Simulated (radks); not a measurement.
# Polarisabilities and dispersion coefficients of Mg⁺, Al²⁺, Si³⁺ and others

An exercise on one series of results from a longer session: the logs are not shown, and one member is left open.

The numbers are computed with radks (a radial shooting solver on a logarithmic mesh, Libxc functionals) version 1 (scalar-relativistic Kohn-Sham, LB94 model potential, spin-polarised, spherical densities, finite nucleus; open shells are filled with parallel spins first), except any that are marked as measured or tabulated.

## What is computed

```
species : Mg⁺ ([Ne] 3s1), Al²⁺ ([Ne] 3s1), Si³⁺ ([Ne] 3s1), P⁴⁺ ([Ne] 3s1), S⁵⁺ ([Ne] 3s1), Cl⁶⁺ ([Ne] 3s1), Ar⁷⁺ ([Ne] 3s1), K⁸⁺ ([Ne] 3s1)
```

LB94 adds a gradient term to the LDA potential that gives it a −1/r tail. It is a model potential with no energy functional, so Etot and Exc are not given.

Set-up of the first run:

The run's settings:

```text
Z 12
configuration [Ne] 3s1
relativity scalar-relativistic
functional lda,pw
model_potential LB94
spin polarised
nucleus finite rms 3.057 fm
c 137.035999084
response adiabatic LDA kernel
```

Among the steps run: Mg⁺, [Ne] 3s1; Al²⁺, [Ne] 3s1; Si³⁺, [Ne] 3s1; P⁴⁺, [Ne] 3s1; S⁵⁺, [Ne] 3s1; Cl⁶⁺, [Ne] 3s1; Ar⁷⁺, [Ne] 3s1; K⁸⁺, [Ne] 3s1.

One table of the session follows, with a row left open; its other results are not shown here.

| species | −ε(HOMO) (eV) | α (bohr³) | α uncoupled (bohr³) | C6 (hartree bohr⁶) | C8 (hartree bohr⁸) |
| --- | --- | --- | --- | --- | --- |
| Mg⁺ | 15.793 | 27.13 | 31.49 | 104.9 | 3427 |
| Al²⁺ | 29.475 | 11.70 | 13.79 | 28.97 | 550.3 |
| Si³⁺ | ? | ? | ? | ? | ? |
| P⁴⁺ | 66.537 | 3.804 | 4.524 | 5.048 | 45.89 |
| S⁵⁺ | 89.793 | 2.494 | 2.968 | 2.596 | 17.82 |
| Cl⁶⁺ | 116.16 | 1.729 | 2.057 | 1.452 | 7.800 |
| Ar⁷⁺ | 145.64 | 1.250 | 1.485 | 0.8656 | 3.736 |
| K⁸⁺ | 178.22 | 0.9328 | 1.107 | 0.5423 | 1.921 |

**Question.** Estimate the row for Si³⁺.

The run gave: −ε(HOMO) (eV): 46.418; α (bohr³): 6.276; α uncoupled (bohr³): 7.446; C6 (hartree bohr⁶): 11.05; C8 (hartree bohr⁸): 139.7. In the column «−ε(HOMO) (eV)» it lies between Al²⁺ (29.475) and P⁴⁺ (66.537).

Uncoupled leaves out the potential induced by the response; C8 is given only where no p, d or f shell is open.
